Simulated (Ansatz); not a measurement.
CH₅ISSi, SMILES SC[SiH2]I: an atomisation energy, run with the Python package of Ansatz (0.2.0).

`ch5issi.py`:
```python
"""Energy to split CH5ISSi into its atoms."""

from collections import Counter

import ansatz


def single_point(molecule, charge=0, unpaired=0):
    calc = (
        molecule.calculation()
        .basis(gaussian="def2-SVP")
        .functional("pbe", dispersion="d4")
    )
    if charge:
        calc = calc.charge(charge)
    if unpaired:
        calc = calc.spin("collinear", total=unpaired)
    return calc.run().report["free_energy_ev"]

geometry_ang = [
    ("S", [0.3745, 1.9427, -0.2917]),
    ("C", [0.8852, 0.2731, -0.0752]),
    ("Si", [-0.5103, -0.7952, 0.5401]),
    ("I", [-2.1284, -1.0608, -1.1808]),
    ("H", [-0.5399, 1.7405, -1.3185]),
    ("H", [1.7182, 0.3066, 0.6377]),
    ("H", [1.3094, -0.0897, -1.0227]),
    ("H", [-1.0711, -0.2309, 1.7758]),
    ("H", [0.0509, -2.1325, 0.9183]),
]
system = ansatz.Crystal.molecule()
for symbol, xyz in geometry_ang:
    system = system.atom(symbol, xyz)

# unpaired electrons of the ground-state atoms
unpaired = {"S": 2, "C": 2, "Si": 2, "I": 1, "H": 1}
counts = Counter(site.symbol for site in system.cartesian_sites)
atom_energy = {s: single_point(ansatz.Crystal.molecule().atom(s, (0, 0, 0)), 0, unpaired[s]) for s in counts}
whole = single_point(system, 0, 0)
for s, e in atom_energy.items():
    print(f"{s:2s} x{counts[s]}  {e:14.5f} eV")
print(f"CH5ISSi: {whole:.5f} eV")
split = sum(counts[s] * e for s, e in atom_energy.items()) - whole
print(f"atomisation energy (no zero-point term): {96.485332 * split:.1f} kJ/mol, {split / sum(counts.values()):.3f} eV an atom")
```

What does it cost to take this molecule apart into atoms?

2803.0 kJ/mol from the electronic energies, without the zero-point term.

The output:

Output of `python ch5issi.py`:
```text
S  x1    -10824.70649 eV
C  x1     -1027.26350 eV
Si x1     -7867.46925 eV
I  x1     -8099.62623 eV
H  x5       -13.56840 eV
CH5ISSi: -27915.95826 eV
atomisation energy (no zero-point term): 2803.0 kJ/mol, 3.228 eV an atom
```

Total energies depend on the basis set; only differences at equal settings carry meaning. The geometry is a force-field or estimated start, not a minimum of this method, and the basis set is short of its limit. All parts are taken at fixed geometry, without zero-point energy. def2 sets replace the cores of elements past krypton by effective core potentials. This functional overbinds, so such energies come out a few per cent too high (LDA far more). The spin-orbit lowering of heavy atoms is left out. Run time: 4.5 s on 1 thread of Arm Neoverse V2 (shared host), peak memory 0.2 GiB.
